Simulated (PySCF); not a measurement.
**[La(H2S)]3+: other functionals and bases at one geometry**

Aim: see how levels, charges and forces of [La(H2S)]3+ depend on the level of theory. The structure is generated, not taken from experiment.

Computed with PySCF 2.14.0. Level: several levels, as the steps say, no spin–orbit coupling.

1 further run of the same task is left out (for a known fault of the program).

**1. The system as given**

4 atoms, charge 3, spin multiplicity 1.

Bond lengths: La1–S2 2.944 Å, S2–H3 1.377 Å, S2–H4 1.377 Å. Angles: La1–S2–H3 111.0°, La1–S2–H4 111.0°, H3–S2–H4 98.0°.

As a file:

```xyz
4
charge 3, multiplicity 1
La    0.00000    0.00490   -0.55039
S     0.00000   -0.01580    2.39331
H     1.03935    0.73796    2.89195
H    -1.03935    0.73796    2.89195
```

Formal oxidation states: La +3. The 4f shell is empty and lies in the core potential. An earlier session relaxed this geometry at B3LYP, La lcecp-1-SVP with ECP46, S def2-SVP, H def2-SVP (singlet, point group Cs).

At B3LYP on the finer grid: E = -429.592164 Eh, HOMO -23.18 eV, LUMO -19.66 eV, Mulliken charge on La1 +2.40 e, largest force component 0.005 eV/Å. The large-core potential holds the 4f shell empty.

Levels to run: revPBE; PBE0; BLYP; TPSS; B3LYP, TZVP; B3LYP, x2c-SVP. Hardware: 2 threads of Arm Neoverse V2, shared host.

**2. revPBE**

run.py (the lines that set the calculation)

```python
mol = gto.M(atom='''
La     0.00000     0.00490    -0.55039
S      0.00000    -0.01580     2.39331
H      1.03935     0.73796     2.89195
H     -1.03935     0.73796     2.89195''',
    basis={'La': 'lcecp-1-SVP', 'S': 'def2-SVP', 'H': 'def2-SVP'},
    ecp={'La': 'lcecp-1-SVP'},
    charge=3, spin=0)
mf = dft.RKS(mol, xc='PBE_R,PBE')
mf.grids.atom_grid = (75, 302)  # f atoms: unpruned, at least (60, 302)
mf = mf.density_fit()  # fitting sets: La AutoAux, S def2-universal-JKFIT, H def2-universal-JKFIT
mf.conv_tol = 1e-08; mf.max_cycle = 55
mf.kernel(dm0)  # dm0: the density of the relaxed state
```

The run is started by

```console
> OMP_NUM_THREADS=2 python run.py
```

**3. PBE0**

run.py (the lines that set the calculation): that of step 2 with these lines changed.

```diff
@@ -8,3 +8,3 @@
     charge=3, spin=0)
-mf = dft.RKS(mol, xc='PBE_R,PBE')
+mf = dft.RKS(mol, xc='PBE0')
 mf.grids.atom_grid = (75, 302)  # f atoms: unpruned, at least (60, 302)
```

**4. BLYP**

run.py (the lines that set the calculation): that of step 3 with these lines changed.

```diff
@@ -8,3 +8,3 @@
     charge=3, spin=0)
-mf = dft.RKS(mol, xc='PBE0')
+mf = dft.RKS(mol, xc='BLYP')
 mf.grids.atom_grid = (75, 302)  # f atoms: unpruned, at least (60, 302)
```

**5. TPSS**

run.py (the lines that set the calculation): that of step 4 with these lines changed.

```diff
@@ -8,3 +8,3 @@
     charge=3, spin=0)
-mf = dft.RKS(mol, xc='BLYP')
+mf = dft.RKS(mol, xc='TPSS')
 mf.grids.atom_grid = (75, 302)  # f atoms: unpruned, at least (60, 302)
```

**6. B3LYP, TZVP**

Basis: La lcecp-1-TZVP with ECP46, S def2-TZVP, H def2-TZVP. 

run.py (the lines that set the calculation)

```python
mol = gto.M(atom='''
La     0.00000     0.00490    -0.55039
S      0.00000    -0.01580     2.39331
H      1.03935     0.73796     2.89195
H     -1.03935     0.73796     2.89195''',
    basis={'La': 'lcecp-1-TZVP', 'S': 'def2-TZVP', 'H': 'def2-TZVP'},
    ecp={'La': 'lcecp-1-TZVP'},
    charge=3, spin=0)
mf = dft.RKS(mol, xc='B3LYP')
mf.grids.atom_grid = (75, 302)  # f atoms: unpruned, at least (60, 302)
mf = mf.density_fit()  # fitting sets: La AutoAux, S def2-universal-JKFIT, H def2-universal-JKFIT
mf.conv_tol = 1e-08; mf.max_cycle = 55
mf.kernel(dm0)  # dm0: free metal ions and neutral atoms
```

**7. B3LYP, x2c-SVP**

Basis: La x2c-SVPall, S x2c-SVPall, H x2c-SVPall. All electrons are treated, with the spin-free X2C Hamiltonian.

run.py (the lines that set the calculation)

```python
mol = gto.M(atom='''
La     0.00000     0.00490    -0.55039
S      0.00000    -0.01580     2.39331
H      1.03935     0.73796     2.89195
H     -1.03935     0.73796     2.89195''',
    basis={'La': 'x2c-SVPall', 'S': 'x2c-SVPall', 'H': 'x2c-SVPall'},
    nucmod='G',
    charge=3, spin=0)
mf = dft.RKS(mol, xc='B3LYP')
mf.grids.atom_grid = (99, 590)  # f atoms: unpruned, at least (60, 302)
mf = mf.density_fit()  # fitting sets: La AutoAux, S AutoAux, H AutoAux
mf = mf.sfx2c1e()
mf.conv_tol = 1e-08; mf.max_cycle = 55
mf.kernel(dm0)  # dm0: free metal ions and neutral atoms
```

What does the calculation give? Wanted: for each run, HOMO; gap; charge on La1; dipole; largest force.

**Answer**, as computed:

| level | state | HOMO (eV) | gap (eV) | charge on La1 (e) | dipole (D) | largest force (eV/Å) | basis functions | time |
| --- | --- | --- | --- | --- | --- | --- | --- | --- |
| B3LYP (relaxed here) | singlet | -23.18 | 3.52 | 2.40 | 1.67 | 0.01 | 61 | 2.7 s |
| revPBE | singlet | -22.42 | 2.21 | 2.37 | 1.83 | 0.28 | 61 | 1.6 s |
| PBE0 | singlet | -23.42 | 4.04 | 2.42 | 1.71 | 0.15 | 61 | 1.3 s |
| BLYP | singlet | -22.26 | 2.06 | 2.36 | 1.83 | 0.29 | 61 | 1.5 s |
| TPSS | singlet | -22.46 | 2.39 | 2.40 | 1.74 | 0.04 | 61 | 2 s |
| B3LYP, TZVP | singlet | -23.13 | 3.55 | 2.46 | 1.47 | 0.24 | 96 | 3.8 s |
| B3LYP, x2c-SVP | singlet | -23.31 | 3.43 | 2.36 | 1.69 | 0.20 | 94 | 10 s |

Times are on 2 threads of Arm Neoverse V2, shared host; the first row also made further properties. The dipole of a charged species depends on the origin, so these sizes hold for this origin alone.

In one basis the HOMO–LUMO gap runs from 2.06 eV (BLYP) to 4.04 eV (PBE0). The largest leftover force, 0.29 eV/Å with BLYP, stands at a geometry relaxed at another level. The Mulliken charge on La spans +2.36 to +2.46 e over the levels. With 4f in the core, its levels are missing from HOMO and gap. Total energies of different levels can't be compared. Spin–orbit coupling is left out throughout.
